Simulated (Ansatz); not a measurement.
# LaN: how the settings move a single-point run

How sensitive is a single-point run of LaN to its settings? A reference run comes first, then three runs with altered input. The cell is built on a prototype (CsCl type) and needn't be the phase found in nature.

Program: Ansatz 0.2.0. Level of theory: reference: DFT, PBEsol, plane waves, PAW. These are calculated values, not measurements.

5 further runs of the same task are left out: 5 that didn't finish.

## (1) Starting point

The structure is cubic, space group Pm-3m (No. 221). The conventional cell has a = 3.166 Å, b = 3.166 Å, c = 3.166 Å, α = 90.00°, β = 90.00°, γ = 90.00°. La (site symmetry m-3m) is surrounded by 8 N at 2.74 Å. N (site symmetry m-3m) is surrounded by 8 La at 2.74 Å.

As a file:

```cif
data_structure
_symmetry_space_group_name_H-M 'Pm-3m'
_symmetry_Int_Tables_number 221
_cell_length_a 3.1661
_cell_length_b 3.1661
_cell_length_c 3.1661
_cell_angle_alpha 90.000
_cell_angle_beta 90.000
_cell_angle_gamma 90.000
_cell_volume 31.74
loop_
_atom_site_label
_atom_site_type_symbol
_atom_site_symmetry_multiplicity
_atom_site_Wyckoff_symbol
_atom_site_fract_x
_atom_site_fract_y
_atom_site_fract_z
_atom_site_occupancy
La1 La 1 a 0.00000 0.00000 0.00000 1
N1 N 1 b 0.50000 0.50000 0.50000 1
```

## (2) Reference

input.yaml reads:

```yaml
crystal:
  lattice:
    - [3.1661152769, 0.0, 0.0]
    - [0.0, 3.1661152769, 0.0]
    - [0.0, 0.0, 3.1661152769]
  atoms:
    - { symbol: La, position: [0.0, 0.0, 0.0] }
    - { symbol: "N", position: [0.5, 0.5, 0.5] }
kpoints:
  mp_grid: { grid: [6, 6, 6] }
hamiltonian:
  xc: pbesol
scf:
  occupations: { method: fermi_dirac, width: 0.02 }
  n_extra_bands: 4
output:
  forces: true
  stress: true
  eigenvalues: true
```

Run with:

```console
$ ansatz run input.yaml --threads 4 --pin off --max-ram 3686MiB --backend cpu --events-out ev --progress --plain --runs-dir out
```

## (3) Changed: occupations.method methfessel_paxton, occupations.width 0.05

input.yaml, as its differences from that of step 2:

```diff
@@ -13,3 +13,3 @@
 scf:
-  occupations: { method: fermi_dirac, width: 0.02 }
+  occupations: { method: methfessel_paxton, width: 0.05 }
   n_extra_bands: 4
```

## (4) Variant: ecutrho_ratio 8

input.yaml, as its differences from that of step 2:

```diff
@@ -15,2 +15,3 @@
   n_extra_bands: 4
+  max_iter: 100
 output:
@@ -19 +20,3 @@
   eigenvalues: true
+basis:
+  ecutrho_ratio: 8
```

## (5) Changing settings: mixing.ndim 1

input.yaml, as its differences from that of step 2:

```diff
@@ -15,2 +15,4 @@
   n_extra_bands: 4
+  mixing: { ndim: 1 }
+  max_iter: 81
 output:
```

**Question.** What will these runs give? Wanted: for each run, ending; energy change; pressure; gap; force.

As calculated:

| run | ending | energy change | pressure (GPa) | gap (eV) | force (eV/Å) | cycles | time |
| --- | --- | --- | --- | --- | --- | --- | --- |
| reference | converged | 0 | -5.2 | 0.00 | 0.00 | 6 | 1.1 s |
| 1: occupations.method methfessel_paxton, occupations.width 0.05 | converged | +0.1 meV/atom (σ→0) | -5.2 | 0.00 | 0.00 | 6 | 1.2 s |
| 2: ecutrho_ratio 8 | converged | 0.0 meV/atom | -5.2 | 0.00 | 0.00 | 6 | 1.2 s |
| 3: mixing.ndim 1 | converged | 0.0 meV/atom | -5.2 | 0.00 | 0.00 | 17 | 1.3 s |

Residual by cycle in the longest SCF loop of each run; runs are numbered as in the table. The quantity is the density residual dr2, in eV.

| cycle | reference | run 1 | run 2 | run 3 |
| --- | --- | --- | --- | --- |
| 1 | 0.0285 | 0.0284 | 0.0285 | 0.0285 |
| 2 | 0.0419 | 0.0416 | 0.042 | 0.00609 |
| 4 | 2.0e-5 | 2.0e-5 | 2.0e-5 | 4.0e-4 |
| 5 | 5.5e-7 | 5.5e-7 | 5.5e-7 | 1.1e-4 |
| 7 | - | - | - | 1.4e-5 |
| 8 | - | - | - | 5.5e-6 |
| 10 | - | - | - | 8.5e-7 |
| 11 | - | - | - | 3.4e-7 |
| 13 | - | - | - | 5.5e-8 |
| 14 | - | - | - | 2.2e-8 |
| 16 | - | - | - | 3.7e-9 |
| 17 | - | - | - | 1.5e-9 |

**Reading.** No change moves the result by more than the table shows.
